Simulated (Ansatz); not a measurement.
# Ti8ClO16: the cost of one run

Program: Ansatz 0.2.0. Level of theory: DFT PBE+D3(BJ), scalar-relativistic, plane waves, PAW. These are calculated values, not measurements.

2 further runs of the same task are left out: 2 set aside as unsound or not needed.

## 1. The system as given

Symmetry: Cm, No. 8, monoclinic system. Conventional cell: a = 10.293 Å, b = 3.787 Å, c = 21.868 Å, α = 90.00°, β = 90.00°, γ = 90.00°. O (site symmetry m) has 2 Ti at 1.94 to 1.99 Å as nearest neighbours. Ti (site symmetry m) is surrounded by 5 O at 1.94 to 1.99 Å. O (site symmetry m) is surrounded by 3 Ti at 1.94 to 1.99 Å. Around Ti (site symmetry m) lie 6 O at 1.94 to 1.99 Å. Around O (site symmetry m) lie 3 Ti at 1.94 to 2.10 Å. O (site symmetry m) has 3 Ti at 1.78 to 2.09 Å as nearest neighbours. Ti (site symmetry m) is surrounded by 6 O at 1.87 to 2.10 Å. Only part of the 12 independent sites is listed.

Structure file:

```
O Ti
1.0
     7.57474    0.00000    0.00000
    -1.89369    5.14665    0.00000
     0.00000    0.00000   21.86786
O Ti
16 8
Direct
  0.15766 0.63063 0.36583
  0.65766 0.63063 0.36583
  0.29958 0.19832 0.40609
  0.79958 0.19832 0.40609
  0.47773 0.91090 0.43286
  0.97773 0.91090 0.43286
  0.11965 0.47860 0.47312
  0.61965 0.47860 0.47312
  0.22620 0.90468 0.52793
  0.72620 0.90468 0.52793
  0.36574 0.46297 0.56920
  0.86574 0.46297 0.56920
  0.54601 0.18403 0.60719
  0.04601 0.18403 0.60719
  0.19089 0.76364 0.63536
  0.69089 0.76364 0.63536
  0.06769 0.27077 0.39935
  0.56769 0.27077 0.39935
  0.20961 0.83846 0.43961
  0.70961 0.83846 0.43961
  0.13427 0.53710 0.56836
  0.63427 0.53710 0.56836
  0.26994 0.07970 0.59796
  0.76994 0.07970 0.59796
```

Miller indices refer to the conventional cell of the relaxed bulk, I4_1/amd (No. 141): a = 3.787 Å, b = 3.787 Å, c = 9.571 Å, α = 90.00°, β = 90.00°, γ = 90.00°.

It is a (101) slab, 5.9 Å thick as cut, with 16 Å of vacuum, in a 2×1 surface cell; its outer planes are O (top) and O (bottom). An earlier relaxation, lower half held, gave -29109.7222 eV, gap on the mesh 2.08 eV, ionisation potential 6.87 eV (top face), 6.73 eV (bottom face), electron affinity 4.79 eV (top face), 4.65 eV (bottom face), dipole along +c -0.030 e·Å per cell.

## 2. Cl, anchor, over a top (O) site

input.yaml

```yaml
crystal:
  lattice:
    - [7.5747420773, 0.0, 0.0]
    - [-1.8936855193, 5.1466543491, 0.0]
    - [0.0, 0.0, 23.8678571424]
  atoms:
    - { symbol: O, position: [0.1576574046, 0.6306296184, 0.3351788119] }
    - { symbol: O, position: [0.6576574046, 0.6306296184, 0.3351788119] }
    - { symbol: Ti, position: [0.0676917461, 0.2707669845, 0.3658845415] }
    - { symbol: Ti, position: [0.5676917461, 0.2707669845, 0.3658845415] }
    - { symbol: O, position: [0.2995803411, 0.1983213645, 0.3720660547] }
    - { symbol: O, position: [0.7995803411, 0.1983213645, 0.3720660547] }
    - { symbol: O, position: [0.4777260877, 0.9109043507, 0.3965902711] }
    - { symbol: O, position: [0.9777260877, 0.9109043507, 0.3965902711] }
    - { symbol: Ti, position: [0.2096146827, 0.8384587307, 0.4027717843] }
    - { symbol: Ti, position: [0.7096146827, 0.8384587307, 0.4027717843] }
    - { symbol: O, position: [0.1196490242, 0.4785960968, 0.4334775139] }
    - { symbol: O, position: [0.6196490242, 0.4785960968, 0.4334775139] }
    - { symbol: O, position: [0.2261951129, 0.9046788724, 0.483689834] }
    - { symbol: O, position: [0.7261951129, 0.9046788724, 0.483689834] }
    - { symbol: Ti, position: [0.1342668658, 0.5370975052, 0.520730475] }
    - { symbol: Ti, position: [0.6342668658, 0.5370975052, 0.520730475] }
    - { symbol: O, position: [0.3657395715, 0.4629664891, 0.5215038728] }
    - { symbol: O, position: [0.8657395715, 0.4629664891, 0.5215038728] }
    - { symbol: O, position: [0.5460106879, 0.1840282084, 0.5563090981] }
    - { symbol: O, position: [0.0460106879, 0.1840282084, 0.5563090981] }
    - { symbol: Ti, position: [0.2699402717, 0.0797012925, 0.5478580138] }
    - { symbol: Ti, position: [0.7699402717, 0.0797012925, 0.5478580138] }
    - { symbol: O, position: [0.1908872992, 0.7636403143, 0.5821184775] }
    - { symbol: O, position: [0.6908872992, 0.7636403143, 0.5821184775] }
    - { symbol: Cl, position: [0.6908872992, 0.7636403143, 0.6692649686], spin: 1.0 }
basis:
  ecutwfc: 420
kpoints:
  mp_grid: { grid: [2, 3, 1] }
hamiltonian:
  xc: pbe
  dispersion: d3bj
scf:
  occupations: { method: gaussian, width: 0.05 }
output:
  forces: true
  eigenvalues: true
  populations: true
magnetization:
  spin_polarized: true
relax:
  adjacent_minimum: "off"
  f_tol: 0.04
  max_steps: 100
  constraints: [{ sites: [0, 1, 2, 3, 4, 5, 6, 7, 8, 9, 10, 11] }]
efield:
  axis: 3
  dipole_correction: true
  ramp_width: 0.04
```

Launch:

```console
ansatz run input.yaml --threads 8 --pin off --max-ram 20480MiB --backend cpu --events-out ev --progress --plain --runs-dir out
```

**Question.** How long does this run take on 8 threads of Arm Neoverse V2, shared host, and how much memory does it need?

About 4.8 min, with a peak of 3.4 GiB.
